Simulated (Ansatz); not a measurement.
**ClGeH5O2Si: up Jacob's ladder to CCSD(T)**

The task here is to estimate one member of a computed series from the others.

The runs use Ansatz 0.2.0, Gaussian basis; functionals in def2-TZVPP, the program's frozen cores in correlated methods.

The runs, in order: PBE-D4, r2SCAN-D4, PBE0-D4, B3LYP-D4, ωB97X-V, ωB97M-V, B2PLYP; CCSD(T)/def2-TZVPP; MP2/def2-QZVPP; extrapolation to the limit.

### The relaxed structure

An earlier PBE0-D4 in a triple-zeta def2 set relaxation fixed the geometry.

SMILES `O[SiH](Cl)[O][GeH3]`, 10 atoms, charge 0, spin multiplicity 1.

Atoms are counted from 1 here; the program's logs count them from 0.

Bond lengths: O1–Si2 1.634 Å, O1–H6 0.958 Å, Si2–Cl3 2.063 Å, Si2–O4 1.606 Å, Si2–H7 1.471 Å, O4–Ge5 1.788 Å, Ge5–H8 1.532 Å, Ge5–H9 1.533 Å, Ge5–H10 1.535 Å. Angles: Si2–O1–H6 118.1°, O1–Si2–Cl3 107.8°, O1–Si2–O4 108.8°, O1–Si2–H7 112.9°, Cl3–Si2–O4 111.3°, Cl3–Si2–H7 107.1°, O4–Si2–H7 109.0°, Si2–O4–Ge5 133.2°, O4–Ge5–H8 105.2°, O4–Ge5–H9 107.1°, O4–Ge5–H10 108.6°, H8–Ge5–H9 111.9°, H8–Ge5–H10 111.9°, H9–Ge5–H10 111.8°.

The first run:

File in.yaml:

```yaml
crystal:
  periodic: [false, false, false]
  atoms:
    - {symbol: O, position_ang: [-0.450167, -1.151983, 1.505799]}
    - {symbol: Si, position_ang: [0.484634, -1.240930, 0.168788]}
    - {symbol: Cl, position_ang: [-0.601808, -2.203758, -1.296455]}
    - {symbol: O, position_ang: [0.884199, 0.246899, -0.284416]}
    - {symbol: Ge, position_ang: [-0.050965, 1.757192, -0.491347]}
    - {symbol: H, position_ang: [-1.077338, -1.858433, 1.665461]}
    - {symbol: H, position_ang: [1.713355, -2.022136, 0.381498]}
    - {symbol: H, position_ang: [0.599380, 2.471585, -1.680449]}
    - {symbol: H, position_ang: [0.096353, 2.558754, 0.807251]}
    - {symbol: H, position_ang: [-1.514643, 1.391507, -0.773129]}
basis:
  gaussian: {orbitals: def2-TZVPP}
hamiltonian: {xc: pbe, dispersion: d4}
output: {forces: true, orbitals: {seedname: orbitals}}
```

Launch:

```bash
> ansatz run in.yaml --threads 4 --pin off --events-out ev --progress --plain --max-ram 10444MiB
```

Steps of the session up to this table: PBE-D4 (GGA); r2SCAN-D4 (meta-GGA); PBE0-D4 (hybrid); B3LYP-D4 (hybrid); ωB97X-V (range-separated); ωB97M-V (range-separated); B2PLYP (double hybrid); CCSD(T) in def2-TZVPP; MP2 in def2-QZVPP.

One of the session's tables, all rows but one given; the rest of the session is left out.

It belongs to the step «Atomisation energies». 

```
            method  atomisation energy (kJ/mol)
            PBE-D4                       3420.0
         r2SCAN-D4                       3431.9
           PBE0-D4                       3368.3
          B3LYP-D4                       3390.5
           ωB97X-V                       3444.9
           ωB97M-V                       3426.5
            B2PLYP                       3373.4
     HF/def2-TZVPP                       2475.8
    MP2/def2-TZVPP                            ?
   CCSD/def2-TZVPP                       3302.9
CCSD(T)/def2-TZVPP                       3353.4
           MP2/CBS                       3519.4
       CCSD(T)/CBS                       3451.0
```

**Question.** Estimate the row for MP2/def2-TZVPP.

As computed: atomisation energy (kJ/mol): 3421.7. In the column «atomisation energy (kJ/mol)» it lies between PBE-D4 (3420.0) and ωB97M-V (3426.5).
